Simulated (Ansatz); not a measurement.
The system is HfIn4SiO6.

```
Hf In Si O
1.0
     5.27743    0.00000    0.00000
    -2.63872    4.57039    0.00000
     0.00000    0.00000   10.55905
Hf In Si O
1 4 1 6
Direct
  0.66667 0.33333 0.00000
  0.00000 0.00000 0.30446
  0.00000 0.00000 0.69554
  0.33333 0.66667 0.78919
  0.33333 0.66667 0.21081
  0.00000 0.00000 0.00000
  0.97300 0.70496 0.89972
  0.29504 0.02700 0.10028
  0.29504 0.26804 0.89972
  0.73196 0.70496 0.10028
  0.73196 0.02700 0.89972
  0.97300 0.26804 0.10028
```

The cell was built by a generator and needn't be a form met in nature.

```yaml
Program: Ansatz 0.2.0
Task: single point
Functional: PBE
Potentials_or_basis: Ansatz PAW
Cutoff: "420 eV (not typed: the program's choice for these potentials)"
k_mesh: 6 × 6 × 3
Occupations: fermi-dirac, width 0.05 eV
Spin: no spin polarisation
```

On this cell: pressure 0.0 GPa; largest force under 0.003 eV/Å; band gap on the k mesh none (metal or under the smearing width).

The same run follows on a disturbed copy (atoms moved at random, drawn with an rms of 0.05 Å):

```
Hf In Si O
1.0
     5.27743    0.00000    0.00000
    -2.63872    4.57039    0.00000
     0.00000    0.00000   10.55905
Hf In Si O
1 4 1 6
Direct
  0.66268 0.32207 0.00552
  0.00599 0.01974 0.30394
  0.99799 0.00132 0.69267
  0.33399 0.66839 0.79085
  0.33025 0.66916 0.20914
  0.99250 0.00122 0.00150
  0.97128 0.70771 0.89422
  0.29714 0.03774 0.10069
  0.30284 0.27226 0.89513
  0.73028 0.69613 0.09790
  0.72719 0.03179 0.90415
  0.97301 0.27084 0.10111
```

Question: What does the disturbed cell give?

Answer: The energy (extrapolated to zero smearing) moves by +19.5 meV/atom; pressure 0.4 GPa; largest force 2.202 eV/Å; band gap on the k mesh none (metal or under the smearing width).

Forces on the atoms (eV/Å):
```
Hf  -0.797  1.394 -1.507
In   0.015 -0.173  0.205
In   0.104 -0.067  0.158
In  -0.040 -0.041 -0.094
In   0.180  0.142  0.157
Si   0.800 -0.389 -1.250
O   -0.211 -0.062  0.777
O   -0.443 -0.681  0.381
O   -0.461 -0.329  0.595
O   -0.183  0.901  0.431
O    0.568 -0.488 -0.203
O    0.467 -0.207  0.350
```

Stress tensor (GPa, compression positive):
```
 0.60 -0.56  0.10
-0.56  0.38  0.67
 0.10  0.67  0.31
```
